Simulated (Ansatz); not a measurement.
This script makes the interaction energy of a dimer with the counterpoise correction of BH5O, SMILES [BH3-][OH2+] with Ansatz 0.2.0, Python API.

`bh5o_dimer.py`
```python
# -*- coding: utf-8 -*-
import ansatz as az

FIRST = [
    ('B', (-0.2248, -0.4733, -0.2205)),
    ('O', (0.3033, 0.5169, 0.7369)),
    ('H', (0.201, -1.4978, -0.1121)),
    ('H', (-1.3707, -0.5238, -0.0406)),
    ('H', (-0.093, -0.0546, -1.3683)),
    ('H', (-0.1011, 1.4137, 0.5243)),
    ('H', (1.285, 0.6188, 0.48)),
]
SECOND = [
    ('B', (-2.4348, 1.2826, 2.69)),
    ('O', (-1.7082, 0.2324, 3.4283)),
    ('H', (-2.9564, 2.0278, 3.3344)),
    ('H', (-1.6442, 1.8354, 2.044)),
    ('H', (-3.2095, 0.7674, 1.8871)),
    ('H', (-1.3191, -0.4146, 2.7628)),
    ('H', (-2.4407, -0.3012, 3.896)),
]

def energy(atoms, ghosts=()):
    molecule = az.Crystal.molecule()
    for symbol, xyz in atoms:
        molecule = molecule.atom(symbol, xyz)
    calc = (
        molecule.calculation()
        .basis(gaussian='cc-pVDZ')
        .correlation('mp2')
    )
    deck = calc.input()
    if ghosts:
        deck = deck.set(az.key.basis.gaussian.ghost_atoms, [{'symbol': s, 'position_ang': list(xyz)} for s, xyz in ghosts])
    return az.Session.from_dict(deck).plan().execute().report['free_energy_ev']

both = energy(FIRST + SECOND)
alone = energy(FIRST) + energy(SECOND)
ghosted = energy(FIRST, SECOND) + energy(SECOND, FIRST)
print(f'dimer {both:.6f} eV')
print(f'interaction, uncorrected   {23.060548 * (both - alone):8.3f} kcal/mol')
print(f'interaction, counterpoise  {23.060548 * (both - ghosted):8.3f} kcal/mol')
print(f'basis-set superposition    {23.060548 * (alone - ghosted):8.3f} kcal/mol')
```

How large is the interaction at this pose, and how much of it is basis-set superposition?

Uncorrected it is -6.874 kcal/mol, with the counterpoise correction -5.809 kcal/mol; the difference, 1.06 kcal/mol, is the superposition error.

What the script printed:

```console
$ python bh5o_dimer.py
dimer -5590.421773 eV
interaction, uncorrected     -6.874 kcal/mol
interaction, counterpoise    -5.809 kcal/mol
basis-set superposition       1.065 kcal/mol
```

Total energies depend on the basis set; only differences at equal settings carry meaning. The dimer is a generated trial pose of unrelaxed monomers, not a minimum, so the figure is no binding energy, and the basis set is small. The whole script took 2.5 s on 1 thread of AMD EPYC 9R45 96-Core Processor (Zen 5), with other jobs on the host, peak memory 0.22 GiB.

(A comment or docstring line of the script was reworded after the run, the code is as it ran; lines on the test bed's own set-up are left out of the output.)
